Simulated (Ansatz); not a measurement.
# H4O3SZr: up Jacob's ladder to CCSD(T)

One table from this session's results is given with a row withheld; the runs are named, their logs left out.

The runs use Ansatz 0.2.0, Gaussian basis; functionals in def2-TZVPP, the program's frozen cores in correlated methods.

Levels to be run: PBE-D4, r2SCAN-D4, PBE0-D4, B3LYP-D4, ωB97X-V, ωB97M-V, B2PLYP; CCSD(T)/def2-TZVPP; MP2/def2-QZVPP; extrapolation to the limit.

## Structure used throughout

The geometry comes from an earlier relaxation with PBE0-D4 in a triple-zeta def2 set; it is a stationary point, not always the lowest conformer. Zr takes the def2 core potential; no spin-orbit term is included.

9 atoms, charge 0, spin multiplicity 1.

Atoms are counted from 1 here; the program's logs count them from 0.

Bond lengths: O1–Zr2 1.918 Å, O1–H6 0.952 Å, Zr2–O3 1.913 Å, Zr2–O4 1.917 Å, Zr2–S5 2.480 Å, O3–H7 0.953 Å, O4–H8 0.952 Å, S5–H9 1.346 Å. Angles: Zr2–O1–H6 163.6°, O1–Zr2–O3 111.5°, O1–Zr2–O4 108.8°, O1–Zr2–S5 109.6°, O3–Zr2–O4 113.1°, O3–Zr2–S5 104.7°, O4–Zr2–S5 109.1°, Zr2–O3–H7 164.0°, Zr2–O4–H8 164.3°, Zr2–S5–H9 92.2°.

Set-up of the first run:

Input file in.yaml:

```yaml
crystal:
  periodic: [false, false, false]
  atoms:
    - {symbol: O, position_ang: [-1.462800, 1.155498, 0.203872]}
    - {symbol: Zr, position_ang: [0.095116, 0.074215, -0.082606]}
    - {symbol: O, position_ang: [1.409937, 0.997782, -1.121450]}
    - {symbol: O, position_ang: [-0.443518, -1.592278, -0.862782]}
    - {symbol: S, position_ang: [1.208886, -0.369774, 2.088831]}
    - {symbol: H, position_ang: [-2.050123, 1.889725, 0.354031]}
    - {symbol: H, position_ang: [1.991567, 1.280194, -1.821067]}
    - {symbol: H, position_ang: [-0.938485, -2.295268, -1.271939]}
    - {symbol: H, position_ang: [0.189431, -1.140104, 2.513118]}
basis:
  gaussian: {orbitals: def2-TZVPP}
hamiltonian: {xc: pbe, dispersion: d4}
output: {forces: true, orbitals: {seedname: orbitals}}
```

Command:

```bash
$ ansatz run in.yaml --threads 4 --pin off --events-out ev --progress --plain --max-ram 10444MiB
```

Steps of the session up to this table: PBE-D4 (GGA); r2SCAN-D4 (meta-GGA); PBE0-D4 (hybrid); B3LYP-D4 (hybrid); ωB97X-V (range-separated); ωB97M-V (range-separated); B2PLYP (double hybrid).

One of the session's tables, all rows but one given; the rest of the session is left out.

It belongs to the step «Frontier levels by functional». 

| functional | HOMO (eV) | gap (eV) |
| --- | --- | --- |
| PBE-D4 | -5.73 | 4.43 |
| r2SCAN-D4 | ? | ? |
| PBE0-D4 | -6.95 | 6.54 |
| B3LYP-D4 | -6.70 | 6.04 |
| ωB97X-V | -9.27 | 10.43 |
| ωB97M-V | -9.11 | 9.72 |

Q: Estimate the row for r2SCAN-D4 from the others.

As computed: HOMO (eV): -6.02; gap (eV): 4.92. In the column «HOMO (eV)» it lies between B3LYP-D4 (-6.70) and PBE-D4 (-5.73).
